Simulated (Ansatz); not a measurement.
# ClGaH2O: the cost of one run

All numbers below are computed with Ansatz 0.2.0 (RKS revPBE-D4/def2-mTZVP).

### Step 1. The starting structure

Bond lengths: Ga1–Cl2 2.440 Å, Ga1–H3 1.770 Å, Ga1–O4 1.790 Å, O4–H5 1.010 Å. Angles: Cl2–Ga1–H3 49.7°, Cl2–Ga1–O4 159.4°, H3–Ga1–O4 150.9°, Ga1–O4–H5 109.5°.

As a file:

```xyz
5

Ga    0.0000    0.0000    0.0000
Cl    1.5475    0.0000    1.8865
H     1.7697    0.0000    0.0287
O    -1.5501    0.0000   -0.8950
H    -2.0598   -0.8467   -0.6865
```

### Step 2. A restrained relaxation towards end A

Springs on the bonds that form and break draw the guess towards this end; the thresholds are loose.

File input.yaml:

```yaml
crystal:
  periodic: [false, false, false]
  atoms:
    - { symbol: Ga, position_ang: [0.0, 0.0, 0.0] }
    - { symbol: Cl, position_ang: [1.5475, 0.0, 1.8865] }
    - { symbol: H, position_ang: [1.7697, 0.0, 0.0287] }
    - { symbol: O, position_ang: [-1.5501, 0.0, -0.895] }
    - { symbol: H, position_ang: [-2.0598, -0.8467, -0.6865] }
basis:
  gaussian: { orbitals: def2-mTZVP }
hamiltonian:
  xc: revpbe
  dispersion: d4
relax:
  f_tol: 0.15
  max_steps: 25
  restrain:
    - { distance: [1, 2], at: 2.57, k: 30.0 }
    - { distance: [0, 1], at: 2.24, k: 30.0 }
    - { distance: [0, 2], at: 1.57, k: 30.0 }
```

Command:

```bash
ansatz run input.yaml --threads 2 --pin off --max-ram 3072MiB --backend cpu --events-out ev --progress --plain --runs-dir out
```

Q: Estimate wall time and peak memory on 2 threads of Intel Xeon 6975P-C (Granite Rapids), shared host.

About 7.6 s, with a peak of 0.16 GiB.
